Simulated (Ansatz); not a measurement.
# WC: the cost of one run

Program: Ansatz 0.2.0. Level of theory: DFT r2SCAN, scalar-relativistic, plane waves, PAW. These are calculated values, not measurements.

1 further run of the same task is left out (set aside as unsound or not needed).

### Step 1. The starting structure

It takes space group Fm-3m (No. 225, cubic). The conventional cell has a = 4.365 Å, b = 4.365 Å, c = 4.365 Å, α = 90.00°, β = 90.00°, γ = 90.00°. W (site symmetry m-3m) has 6 C at 2.18 Å in its first shell of neighbours. C (site symmetry m-3m) has 6 W at 2.18 Å in its first shell of neighbours.

As a file:

```xyz
2
Lattice="0.0000 2.1824 2.1824 2.1824 0.0000 2.1824 2.1824 2.1824 0.0000" Properties=species:S:1:pos:R:3 pbc="T T T"
W     0.0000    0.0000    0.0000
C     2.1824    2.1824    2.1824
```

It goes back to an entry of the Materials Project, which need not be the stable form.

It is the result of an earlier relaxation at this level (volume 10.39 Å³/atom; gap on the mesh: none (metal)).

### Step 2. Zero of energy

The reference gives a free energy of -10648.3386 eV, pressure 0.07 GPa, largest force 0.000 eV/Å and gap on the mesh none (metal). It was computed beforehand with the settings of the runs below.

### Step 3. Breaking the symmetry

All atoms moved at random, sigma 0.02 Å a component. Displacements in the unstrained cell, with the mean shift removed:

| atom | ux (Å) | uy (Å) | uz (Å) |
| --- | --- | --- | --- |
| W1 | -0.005 | 0.027 | -0.004 |
| C2 | 0.005 | -0.027 | 0.004 |

### Step 4. The disturbed cell, one point

Contents of input.yaml:

```yaml
crystal:
  lattice:
    - [0.0, 2.1824154782, 2.1824154782]
    - [2.1824154782, 0.0, 2.1824154782]
    - [2.1824154782, 2.1824154782, 0.0]
  atoms:
    - { symbol: W, position: [0.006495085, -0.0082761253, 0.0059879334] }
    - { symbol: C, position: [0.493504915, 0.5082761253, 0.4940120666] }
basis:
  ecutwfc: 500
kpoints:
  mp_grid: { grid: [14, 14, 14] }
hamiltonian:
  xc: r2scan
scf:
  occupations: { method: gaussian, width: 0.15 }
output:
  forces: true
  stress: true
  eigenvalues: true
```

On the command line:

```
> ansatz run input.yaml --threads 2 --pin off --max-ram 5120MiB --backend cpu --events-out ev --progress --plain --runs-dir out
```

What time and memory should one allow on 2 threads of Intel Xeon Platinum 8259CL at 2.50GHz (Skylake/Cascade Lake), shared host?

About 45 s, with a peak of 1 GiB.
